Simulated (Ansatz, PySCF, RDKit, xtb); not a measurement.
**Which structure has the formula [GeSi2H5]−?**

Only the formula [GeSi2H5]− is given (charge -1). Aim: find the structure of lowest free energy at 400 K, then its properties.

The funnel: GFN2-xTB relaxations, single points with a density functional, relaxations at PBE-D3(BJ)/def2-SVPD, harmonic vibrations, and a last energy at a higher level. All values are calculated.

8 further runs of the same task are left out: 1 for a known fault of the program, 7 set aside as unsound or not needed.

## 1. Candidates

A program enumerates the bonding patterns with one Lewis structure each (two rings at most, one unusual centre or charged pair), with their diastereomers. O–O, O–halogen and N–halogen bonds and N–N–N chains are not drawn. That gives 16 candidates.

c098 [SiH2]1[SiH2][GeH-]1; c226 [SiH2]=[Si-][GeH3]; c286 [SiH][GeH2][SiH2-]; c293 [SiH3][SiH]=[GeH-]; c299 [SiH3][Si-]=[GeH2]; c338 [SiH][SiH2][GeH2-]; c553 [SiH-]=[SiH][GeH3]; c585 [SiH-]1[SiH2][GeH2]1; c876 [SiH2]=[GeH][SiH2-]; c925 [SiH][GeH2][SiH2-] (triplet); c927 [SiH2]=[Ge-][SiH3]; c936 [SiH2-][SiH2][GeH] (triplet); c944 [SiH2-][SiH2][GeH]; c951 [SiH][SiH2][GeH2-] (triplet); c970 [SiH-]=[GeH][SiH3].

Candidates are built by distance geometry, with a force field where one applies, in up to four conformers (letters a to d). 16 starts with atoms placed at random are added, to find patterns that the rules miss.

**Question.** With final energies at CCSD(T)/def2-SVPD + MP2/def2-TZVPPD - MP2/def2-SVPD, which structure will this search put lowest in free energy, and by what margin?

| quantity | value |
| --- | --- |
| lowest structure found | [SiH2]=[Ge-][SiH3], singlet, Cs |
| next finalist | [SiH2]1[SiH2][GeH-]1, singlet, 2.6 kcal/mol higher in G |
| share at equilibrium, among the finalists | 96.3 % |
| harmonic wavenumbers, lowest and highest (PBE-D3(BJ)/def2-SVPD) | 109 and 2048 cm⁻¹ |
| rotational constants, same geometry | 0.1584, 0.09263, 0.05961 cm⁻¹ |
| HOMO energy (PBE0/def2-TZVPD) | -0.91 eV |
| LUMO energy (PBE0/def2-TZVPD) | 2.80 eV |
| HOMO–LUMO gap (to an unbound level, set by the basis) (PBE0/def2-TZVPD) | 3.71 eV |
| lowest excitation (TD-B3LYP/def2-SVPD) | 3.33 eV (f = 0.119) |
| lowest triplet excitation, same level, Tamm-Dancoff | 1.70 eV |
| vertical detachment energy | 2.51 eV |
| vertical triplet less singlet | +1.56 eV |

The search ends on `[SiH2]=[Ge-][SiH3]`. The margin, 2.6 kcal/mol, is modest. HF/def2-SVPD and MP2/def2-SVPD already put its bonding pattern lowest among the structures in one piece; GFN2-xTB favours the singlet [H].[H].[H].[SiH2][Si][Ge] ‡ (c264, not a finalist); HF/STO-3G, r2SCAN-D4/def2-SVPD and PBE-D3(BJ)/def2-SVPD favour the singlet [SiH2]1[SiH2][GeH-]1. In an anion, excitations above the detachment energy lie in the continuum and hang on the basis, so they needn't be bound states. The search is not exhaustive (a finite list of starts, one conformer a finalist), so a lower isomer can't be ruled out. Patterns outside the rules of the enumeration were met only by chance.

‡ marks the bonded skeleton alone, with all bonds drawn single: no Lewis structure was assigned that passes a check against the bond lengths.
